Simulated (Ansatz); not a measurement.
I need a search for lower mean-field states of CH₄Te, SMILES C[TeH]. Use Ansatz 0.2.0 through its Python package. Level of theory (for the species named): PBE0, def2-TZVP basis, multiplicity 1.

```xyz
6

C    -0.1961   -0.3555   -0.4563
Te    0.2994   -0.1624    1.5963
H    -1.0048    0.4907   -0.7310
H    -0.6314   -1.2911   -0.6605
H     0.6624   -0.2042   -1.1174
H     0.9124    1.4585    1.3228
```

Script `ch4te_states.py`:
```python
"""Restricted and unrestricted solutions of CH4Te, stretched and not."""

from dataclasses import dataclass

import ansatz as az
import numpy as np


@dataclass(frozen=True)
class RunConfig:
    basis: str = "def2-TZVP"
    functional: str = "pbe0"


settings = RunConfig()

GEOMETRY = """
C    -0.19610   -0.35550   -0.45630
Te    0.29940   -0.16240    1.59630
H    -1.00480    0.49070   -0.73100
H    -0.63140   -1.29110   -0.66050
H     0.66240   -0.20420   -1.11740
H     0.91240    1.45850    1.32280
"""


def main() -> None:
    system = az.Crystal.molecule()
    for line in GEOMETRY.strip().splitlines():
        symbol, *xyz = line.split()
        system = system.atom(symbol, [float(v) for v in xyz])
    symbols = [site.symbol for site in system.cartesian_sites]

    start = np.array([site.position_ang for site in system.cartesian_sites])
    for factor in [1.0, 1.25, 1.6]:
        xyz = (start - start.mean(axis=0)) * factor
        scaled = az.Crystal.molecule()
        for symbol, place in zip(symbols, xyz):
            scaled = scaled.atom(symbol, place.tolist())
        calculation = (
            scaled.calculation()
            .basis(gaussian=settings.basis)
            .functional(settings.functional)
            .spin("collinear")
        )
        for search in ("off", "standard"):
            try:
                data = calculation.scf(lower_state_search=search).run(threads=1, pin="off").report
            except az.AnsatzError as error:
                print(f"x{factor} search {search}: {type(error).__name__}")
                continue
            state = data["mean_field"]["state"]
            print(f"all distances x{factor}, search {search:8s} E = {data['free_energy_ev']:.5f} eV  <S^2> = {abs(state['spin_squared']):.3f}  other states met: {len(data['mean_field']['others'])}")


if __name__ == "__main__":
    main()
```

```console
$ python ch4te_states.py
all distances x1.0, search off      E = -8394.35689 eV  <S^2> = 0.000  other states met: 0
all distances x1.0, search standard E = -8394.35689 eV  <S^2> = 0.000  other states met: 0
all distances x1.25, search off      E = -8389.42484 eV  <S^2> = 0.000  other states met: 0
all distances x1.25, search standard E = -8389.42484 eV  <S^2> = 0.000  other states met: 3
all distances x1.6, search off      E = -8380.41901 eV  <S^2> = 0.000  other states met: 0
all distances x1.6, search standard E = -8381.18892 eV  <S^2> = 1.512  other states met: 14
```

Notes:
- Total energies depend on the basis set; only differences at equal settings carry meaning.
- The count of other states can hold repeated and symmetry-equivalent ends of the search; scaling all distances is a test, and for more than two atoms no physical path.
- The geometry comes from a force field and isn't relaxed at this level.
- def2 sets replace the cores of elements past krypton by effective core potentials.
- The expectation value of S² is noticeably off S(S+1) in at least one run, so that state is spin-contaminated.
- Wall time of the script: 44 s on 1 thread of Arm Neoverse V1 (shared host), peak memory 0.33 GiB.

(Lines on the test bed's own set-up are left out of the output.)
